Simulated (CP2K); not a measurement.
Input of a CP2K 2026.2 run:

sif_scf.inp

```
&GLOBAL
  PROJECT sif_scf
  RUN_TYPE ENERGY_FORCE
  PRINT_LEVEL LOW
&END GLOBAL
&FORCE_EVAL
  METHOD QS
  STRESS_TENSOR ANALYTICAL
  &DFT
    BASIS_SET_FILE_NAME BASIS_MOLOPT_UZH
    POTENTIAL_FILE_NAME POTENTIAL_UZH
    &MGRID
      CUTOFF 750
      REL_CUTOFF 60
      NGRIDS 4
    &END MGRID
    &QS
      METHOD GPW
      EPS_DEFAULT 1.0E-10
    &END QS
    &KPOINTS
      SCHEME MONKHORST-PACK 9 9 9
      GAMMA_CENTERED T
      SYMMETRY T
      SYMMETRY_BACKEND SPGLIB
    &END KPOINTS
    &SCF
      SCF_GUESS ATOMIC
      EPS_SCF 1.0E-6
      MAX_SCF 100
      ADDED_MOS 10
      CHOLESKY OFF
      EPS_EIGVAL 1.0E-7
      &DIAGONALIZATION ON
        ALGORITHM STANDARD
      &END DIAGONALIZATION
      &MIXING ON
        METHOD BROYDEN_MIXING
        ALPHA 0.4
        BETA 1.5
        NBUFFER 8
      &END MIXING
      &SMEAR ON
        METHOD FERMI_DIRAC
        ELECTRONIC_TEMPERATURE [K] 580.226
      &END SMEAR
    &END SCF
    &XC
      &XC_FUNCTIONAL
        &GGA_X_PBE
        &END GGA_X_PBE
        &GGA_C_PBE
        &END GGA_C_PBE
      &END XC_FUNCTIONAL
    &END XC
    &PRINT
      &KPOINTS ON
      &END KPOINTS
      &MULLIKEN ON
      &END MULLIKEN
      &MO ON
        ENERGIES T
        OCCUPATION_NUMBERS T
        &EACH
          QS_SCF 0
        &END EACH
        ADD_LAST NUMERIC
      &END MO
      &LOWDIN ON
      &END LOWDIN
      &HIRSHFELD ON
        SHAPE_FUNCTION DENSITY
      &END HIRSHFELD
    &END PRINT
  &END DFT
  &SUBSYS
    &CELL
      ABC 3.0286000000 3.0286000000 3.0286000000
      ALPHA_BETA_GAMMA 90.0000000000 90.0000000000 90.0000000000
      PERIODIC XYZ
    &END CELL
    &COORD
      Si  1.4856676156 1.4918883600 1.4647187894
      F   0.0238290248 -0.0314186964 0.0061753154
    &END COORD
    &KIND Si
      BASIS_SET TZVP-MOLOPT-PBE-GTH-q4
      POTENTIAL GTH-PBE-q4
    &END KIND
    &KIND F
      BASIS_SET TZVP-MOLOPT-PBE-GTH-q7
      POTENTIAL GTH-PBE-q7
    &END KIND
    &PRINT
      &ATOMIC_COORDINATES ON
      &END ATOMIC_COORDINATES
      &CELL ON
      &END CELL
    &END PRINT
  &END SUBSYS
  &PRINT
    &FORCES ON
    &END FORCES
    &STRESS_TENSOR ON
    &END STRESS_TENSOR
  &END PRINT
&END FORCE_EVAL
```

Potentials or basis: POTENTIAL_UZH Si GTH-PBE-q4, F GTH-PBE-q7; TZVP-MOLOPT-PBE-GTH basis.

The run is started by

```sh
$ OMP_NUM_THREADS=1 cp2k.psmp -i sif_scf.inp -o sif_scf.out
```

Task: What does it give for the band gap on the k mesh?

Result: None (metal or under the smearing width).

Task: Estimate the Mulliken charges.

Result: Si +0.43; F -0.43 e.

Task: Estimate the pressure.

Result: 0.3 GPa.

Stress tensor (GPa, compression positive):
```
 0.22  0.02 -0.15
 0.02  0.41  0.03
-0.15  0.03  0.26
```

Caveat: the magnetic or orbital state may not be the lowest; the basis of atomic orbitals isn't converged, which shifts pressures, moduli and gaps; an odd number of electrons without spin polarisation forces a metal; a magnetic or distorted state may lie lower.
